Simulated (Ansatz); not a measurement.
Predict the output of the script below (Ansatz 0.2.0 through its Python package).

`hg_pdos.py`:
```python
import ansatz
import numpy as np

params = {
    "occupations": "methfessel_paxton",
    "functional": "lda",
    "kmesh": (9, 9, 3),
    "extra_bands": 14,
}

system = (
    ansatz.Lattice.from_parameters(3.441941, 3.441941, 11.062331, alpha=90.0, beta=90.0, gamma=120.0)
    .atom("Hg", [0.0, 0.0, 0.0])
    .atom("Hg", [1 / 3, 2 / 3, 0.25])
    .atom("Hg", [0.0, 0.0, 0.5])
    .atom("Hg", [2 / 3, 1 / 3, 0.75])
)

calculation = system.calculation()
calculation = calculation.occupations(params["occupations"])
calculation = calculation.functional(params["functional"]).kpoints(*params["kmesh"])
calculation = calculation.basis(17 * ansatz.Ha)
calculation = calculation.scf(extra_bands=params["extra_bands"])
calculation = calculation.density_of_states(projected=True, energy_step=0.1)
done = calculation.run()
rep = done.report

dos = done.density_of_states()
energy = np.asarray(dos.energies_ev) - dos.fermi_ev
curves = {}
for site in done.projected_density_of_states().sites:
    for shell in site.shells:
        weight = sum(np.sum(curve.g_bin_mean_per_ev, axis=0) for curve in shell.curves)
        name = f"{site.species} {shell.label}"
        curves[name] = curves.get(name, 0) + weight

print("E-EF   " + " ".join(f"{name:>8s}" for name in curves))
for e in np.arange(-6, 6 + 0.1, 1.0):
    print(f"{e:5.1f}  " + " ".join(f"{np.interp(e, energy, g):8.3f}" for g in curves.values()))
```

```console
$ python hg_pdos.py
E-EF      Hg 5S    Hg 6S    Hg 5P    Hg 5D
 -6.0     0.001    1.002    0.004   27.734
 -5.0     0.000    0.405    0.001    1.206
 -4.0     0.000    0.826    0.002    0.310
 -3.0     0.000    0.945    0.001    0.182
 -2.0     0.001    1.598    0.001    0.193
 -1.0     0.002    1.537    0.000    0.105
  0.0     0.000    0.015    0.000    0.000
  1.0     0.000    0.067    0.000    0.009
  2.0     0.000    0.155    0.000    0.019
  3.0     0.000    0.100    0.000    0.010
  4.0     0.000    0.066    0.000    0.008
  5.0     0.000    0.032    0.000    0.006
  6.0     0.000    0.018    0.000    0.005
```

Caveats:
- Spin-orbit coupling, which matters for elements this heavy, is left out.
- This isn't the structure that Hg takes at ambient conditions.
- Curves are summed over the cell's atoms. Only shells that the potentials hold have channels, so projections don't add up to the total, least of all where a shell is missing (p of most metals); heights and places of peaks move with the mesh.
- The density of states is complete only as far up as bands were computed.
- Wall time of the script: 7.9 s on 1 thread of Arm Neoverse V1, with other jobs on the host, peak memory 0.46 GiB.

(Lines on the test bed's own set-up are left out of the output.)
